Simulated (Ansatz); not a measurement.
# CoC (doublet): wave-function methods side by side, def2-QZVPP

An exercise on one series of results from a longer session: the logs are not shown, and one member is left open.

Method: def2-QZVPP, core rule «outside noble gas», up to 10 orbitals frozen; program: Ansatz 0.2.0, Gaussian basis.

To be run: UHF; ROHF; CCSD(T) on UHF.

2 further runs of the same task are left out: 2 set aside as unsound or not needed. Runs told in other sessions of the task aren't counted.

## The system

The geometry is a PBE0/def2-TZVP stationary point (not a proven minimum).

2 atoms, charge 0, spin multiplicity 2.

Atoms are counted from 1 here; the program's logs count them from 0.

Bond lengths: Co1–C2 1.692 Å.

The first run:

in.yaml reads:

```yaml
crystal:
  periodic: [false, false, false]
  atoms:
    - {symbol: Co, position_ang: [0.000000, 0.000000, 0.000000]}
    - {symbol: C, position_ang: [0.000000, 0.000000, 1.692200]}
basis:
  gaussian: {orbitals: "def2-QZVPP.json"}
magnetization: {spin_polarized: true, initial_magnetization: 1}
hamiltonian: {xc: hf}
output: {orbitals: {seedname: orbitals}}
```

Run with:

```console
> ansatz run in.yaml --threads 1 --pin off --events-out ev --progress --plain --max-ram 4096MiB --backend cpu
```

Among the steps run: UHF; ROHF; CCSD(T) on UHF.

One table of the session follows, with a row left open; its other results are not shown here.

| method | from UCCSD(T) (kcal/mol) |
| --- | --- |
| ROHF | +412.66 |
| UHF | +280.60 |
| UMP2 | +50.57 |
| UCCSD | ? |
| UCCSD(T) | 0 |

Estimate the missing values for UCCSD.

The run gave: from UCCSD(T) (kcal/mol): +21.11. In the column «from UCCSD(T) (kcal/mol)» it lies between UCCSD(T) (0) and UMP2 (+50.57).

The program flags UCCSD(T) as in doubt (see the logs), so the zero of the table is itself unsure.

Limits of these values: The determinant of HF (⟨S²⟩ 3.41) is far from a pure spin state, so its energy mixes those of several spin states; that is harmless only where they are near-degenerate. The determinant of CCSD(T) (⟨S²⟩ 3.41) is far from a pure spin state, so its energy mixes those of several spin states; high orders of coupled cluster remove much of that, low ones don't. The program flags UCCSD(T) as in doubt, so the zero of the table is itself unsure.
